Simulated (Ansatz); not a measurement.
**CH₂BBrFN: how energies converge with the basis set**

Aim: see how fast density functionals converge with the basis set for CH₂BBrFN.

Computed with Ansatz 0.2.0, Gaussian basis. Level: one geometry, several basis sets.

Levels to be run: PBE0-D4/def2-SVP; ωB97M-V/def2-SVP; PBE0-D4/def2-QZVPP; ωB97M-V/def2-QZVPP; the functionals' def2-TZVPP values are taken from earlier runs.

### 1 The relaxed structure

An earlier PBE0-D4 in a triple-zeta def2 set relaxation fixed the geometry.

SMILES `C=NB(F)Br`, 7 atoms, charge 0, spin multiplicity 1.

Atoms are counted from 1 here; the program's logs count them from 0.

Bond lengths: C1–N2 1.243 Å, C1–H6 1.094 Å, C1–H7 1.096 Å, N2–B3 1.377 Å, B3–F4 1.325 Å, B3–Br5 1.927 Å. Angles: N2–C1–H6 120.9°, N2–C1–H7 122.5°, H6–C1–H7 116.6°, C1–N2–B3 154.1°, N2–B3–F4 121.6°, N2–B3–Br5 119.8°, F4–B3–Br5 118.5°.

Coordinates:

```
C     0.30291   -0.22588    1.28451
N    -0.28416   -0.04177    0.20500
B    -0.35317    0.05173   -1.16701
F    -0.74723   -0.96977   -1.91300
Br    0.00576    1.73609   -2.03125
H    -0.22684   -0.12188    2.23630
H     1.36393   -0.49652    1.33983
```

### 2 PBE0-D4 in def2-SVP

Input file in.yaml:

```yaml
crystal:
  periodic: [false, false, false]
  atoms:
    - {symbol: C, position_ang: [0.302908, -0.225877, 1.284513]}
    - {symbol: N, position_ang: [-0.284163, -0.041770, 0.205004]}
    - {symbol: B, position_ang: [-0.353171, 0.051731, -1.167005]}
    - {symbol: F, position_ang: [-0.747233, -0.969770, -1.912995]}
    - {symbol: Br, position_ang: [0.005764, 1.736087, -2.031246]}
    - {symbol: H, position_ang: [-0.226839, -0.121879, 2.236298]}
    - {symbol: H, position_ang: [1.363933, -0.496524, 1.339830]}
basis:
  gaussian: {orbitals: def2-SVP}
hamiltonian: {xc: pbe0, dispersion: d4}
output: {orbitals: {seedname: orbitals}}
```

The runs that follow: ωB97M-V in def2-SVP; PBE0-D4 in def2-QZVPP; ωB97M-V in def2-QZVPP.

**Question.** What will the summary of the whole plan be? Wanted: PBE0-D4: double and triple zeta above quadruple; ωB97M-V: double and triple zeta above quadruple.

**Answer**, as computed:

| quantity | value |
| --- | --- |
| PBE0-D4: double and triple zeta above quadruple | 17.05, 1.75 eV |
| ωB97M-V: double and triple zeta above quadruple | 17.12, 1.67 eV |

**Reading.** PBE0-D4 gains 15.31 eV from double to triple zeta, then 1.75 eV more. These are total energies; as a rule much of such shifts cancels in differences, which this series doesn't test.
